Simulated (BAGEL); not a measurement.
# C2HAlCl2 (AlCl2(CCH)): HF/6-31G(d) (density fitting with qzvpp-jkfit, spherical functions)

What is the energy change on altering one bond length of C2HAlCl2 (AlCl2(CCH)) at HF/6-31G* (density fitting with qzvpp-jkfit, spherical functions)? 

The calculation is run with BAGEL 1.2.2.

1 further run of the same task is left out (set aside as unsound or not needed).

## Step 1: The structure to begin with

C2HAlCl2 has 6 atoms, charge 0, and is taken as a singlet. SMILES: `C#[C][Al]([Cl])[Cl]`. Geometry: a GFN2-xTB relaxation, a rough one for these elements and not checked as a minimum.

Bond lengths: Al1–Cl2 2.026 Å, Al1–Cl3 2.027 Å, Al1–C4 1.938 Å, C4–C5 1.209 Å, C5–H6 1.055 Å. Angles: Cl2–Al1–Cl3 122.0°, Cl2–Al1–C4 119.0°, Cl3–Al1–C4 118.9°, Al1–C4–C5 179.9°, C4–C5–H6 179.9°.

## Step 2: A single-point energy at HF/6-31G(d) (density fitting with qzvpp-jkfit, spherical functions)

The input, input.json:

```json
{ "bagel": [

{
  "title": "molecule",
  "basis": "6-31gs.json",
  "df_basis": "qzvpp-jkfit",
  "angstrom": true,
  "geometry": [
    { "atom": "Al", "xyz": [       0.607070,       1.058280,       0.009680 ] },
    { "atom": "Cl", "xyz": [       2.632720,       1.030540,       0.052430 ] },
    { "atom": "Cl", "xyz": [      -0.444300,       2.791600,      -0.020450 ] },
    { "atom": "C", "xyz": [      -0.356700,      -0.622610,      -0.003850 ] },
    { "atom": "C", "xyz": [      -0.957480,      -1.671150,      -0.013890 ] },
    { "atom": "H", "xyz": [      -1.481300,      -2.586660,      -0.023920 ] }
  ]
},

{ "title": "hf" },

{ "title": "print", "file": "orbitals.molden", "orbitals": true }

]}
```

The basis set 6-31G* is read from a file made from the Basis Set Exchange's data (not shown).

On the command line:

```
$ BAGEL_NUM_THREADS=1 BAGEL input.json > input.out
```

What it wrote:

```text
* using 1 threads per process

  ===============================================================
  ===============================================================

  *** Geometry ***

  { "atom" : "Al", "xyz" : [      1.147196,      1.999859,      0.018293 ] },
  { "atom" : "Cl", "xyz" : [      4.975120,      1.947438,      0.099078 ] },
  { "atom" : "Cl", "xyz" : [     -0.839605,      5.275359,     -0.038645 ] },
  { "atom" : "C", "xyz" : [     -0.674065,     -1.176562,     -0.007275 ] },
  { "atom" : "C", "xyz" : [     -1.809375,     -3.158016,     -0.026248 ] },
  { "atom" : "H", "xyz" : [     -2.799251,     -4.888079,     -0.045202 ] },

  Number of auxiliary basis functions:      552

  Since a DF basis is specified, we compute 2- and 3-index integrals:
    o Being stored without compression. Storage requirement is 0.031 GB

  Number of basis functions:       84
  Number of electrons      :       60

    * METHOD: MOLECULE                             0.29

  *** RHF ***

  === Nuclear Repulsion ===
   273.6737246032

      * DIIS with orbital gradients will be used.

  === RHF iteration (6-31gs.json) ===
      0      -1237.18868240          0.01143327           0.11
      1      -1237.27489988          0.00421578           0.11
      2      -1237.28503846          0.00098804           0.11
      3      -1237.28578288          0.00033179           0.11
      4      -1237.28583783          0.00008095           0.11
      5      -1237.28584378          0.00003007           0.11
      6      -1237.28584536          0.00001670           0.11
      7      -1237.28584605          0.00000736           0.11
      8      -1237.28584621          0.00000182           0.11
      9      -1237.28584622          0.00000062           0.11
     10      -1237.28584622          0.00000018           0.11
     11      -1237.28584622          0.00000008           0.11
     12      -1237.28584622          0.00000002           0.11
     13      -1237.28584622          0.00000001           0.11
    * SCF iteration converged.

    * Permanent dipole moment:
           (    0.339592,     0.601389,     0.005406) a.u.

    * METHOD: HF                                   1.74

    * METHOD: PRINT                                0.01

  ===============================================================
```

It took 2.2 s on 1 thread of Arm Neoverse V2, shared host; peak memory 0.14 GiB.

## Step 3: The distorted shape, same level

The input, input.json:

```json
{ "bagel": [

{
  "title": "molecule",
  "basis": "6-31gs.json",
  "df_basis": "qzvpp-jkfit",
  "angstrom": "true",
  "geometry": [
    { "atom": "Al", "xyz": [    0.697199,    1.215582,    0.011186 ] },
    { "atom": "Cl", "xyz": [    2.722849,    1.187842,    0.053936 ] },
    { "atom": "Cl", "xyz": [   -0.354171,    2.948902,   -0.018944 ] },
    { "atom": "C", "xyz": [   -0.266571,   -0.465308,   -0.002344 ] },
    { "atom": "C", "xyz": [   -0.957480,   -1.671150,   -0.013890 ] },
    { "atom": "H", "xyz": [   -1.481300,   -2.586660,   -0.023920 ] }
  ]
},
{ "title": "hf" },
{ "title": "print", "file": "orbitals.molden", "orbitals": "true" }

]}
```

The basis set 6-31G* is read from a file made from the Basis Set Exchange's data (not shown).

On the command line:

```
$ BAGEL_NUM_THREADS=1 BAGEL input.json > input.out
```

What it wrote:

```text
* using 1 threads per process

  ===============================================================
  ===============================================================

  *** Geometry ***

  { "atom" : "Al", "xyz" : [      1.317515,      2.297117,      0.021138 ] },
  { "atom" : "Cl", "xyz" : [      5.145439,      2.244696,      0.101924 ] },
  { "atom" : "Cl", "xyz" : [     -0.669286,      5.572617,     -0.035799 ] },
  { "atom" : "C", "xyz" : [     -0.503746,     -0.879305,     -0.004430 ] },
  { "atom" : "C", "xyz" : [     -1.809375,     -3.158016,     -0.026248 ] },
  { "atom" : "H", "xyz" : [     -2.799251,     -4.888079,     -0.045202 ] },

  Number of auxiliary basis functions:      552

  Since a DF basis is specified, we compute 2- and 3-index integrals:
    o Being stored without compression. Storage requirement is 0.031 GB

  Number of basis functions:       84
  Number of electrons      :       60

    * METHOD: MOLECULE                             0.29

  *** RHF ***

  === Nuclear Repulsion ===
   269.7690962655

      * DIIS with orbital gradients will be used.

  === RHF iteration (6-31gs.json) ===
      0      -1237.14067066          0.00975202           0.11
      1      -1237.21656024          0.00411573           0.11
      2      -1237.22605799          0.00185767           0.11
      3      -1237.22763766          0.00097193           0.11
      4      -1237.22814037          0.00009741           0.11
      5      -1237.22815842          0.00006604           0.11
      6      -1237.22817069          0.00004627           0.11
      7      -1237.22818122          0.00002104           0.11
      8      -1237.22818362          0.00000581           0.11
      9      -1237.22818368          0.00000264           0.11
     10      -1237.22818369          0.00000167           0.11
     11      -1237.22818369          0.00000033           0.11
     12      -1237.22818369          0.00000009           0.11
     13      -1237.22818369          0.00000003           0.11
     14      -1237.22818369          0.00000002           0.11
     15      -1237.22818369          0.00000001           0.11
     16      -1237.22818369          0.00000001           0.11
    * SCF iteration converged.

    * Permanent dipole moment:
           (    0.361761,     0.640015,     0.005794) a.u.

    * METHOD: HF                                   2.08

    * METHOD: PRINT                                0.01

  ===============================================================
```

Wall time 2.5 s (1 thread of Arm Neoverse V2, shared host); peak memory 0.14 GiB.

## Step 4: Results

Level: HF/6-31G* (density fitting with qzvpp-jkfit, spherical functions).

| quantity | value |
| --- | --- |
| first shape: total energy | -1237.28585 Eh |
| first shape: dipole moment | 1.76 D |
| first shape: HOMO energy | -11.04 eV |
| first shape: LUMO energy | 1.50 eV |
| first shape: HOMO–LUMO gap | 12.54 eV |
| distorted shape: total energy | -1237.22818 Eh |
| distorted shape: dipole moment | 1.87 D |
| distorted shape: HOMO energy | -10.11 eV |
| distorted shape: LUMO energy | 1.25 eV |
| distorted shape: HOMO–LUMO gap | 11.36 eV |
| energy change with the C4–C5 bond stretched from 1.209 to 1.390 Å | 1.569 eV |

In words: With the C4–C5 bond stretched from 1.209 to 1.390 Å the energy rises by 1.57 eV (36 kcal/mol). The first shape isn't relaxed at this level, so the change isn't measured from a minimum.
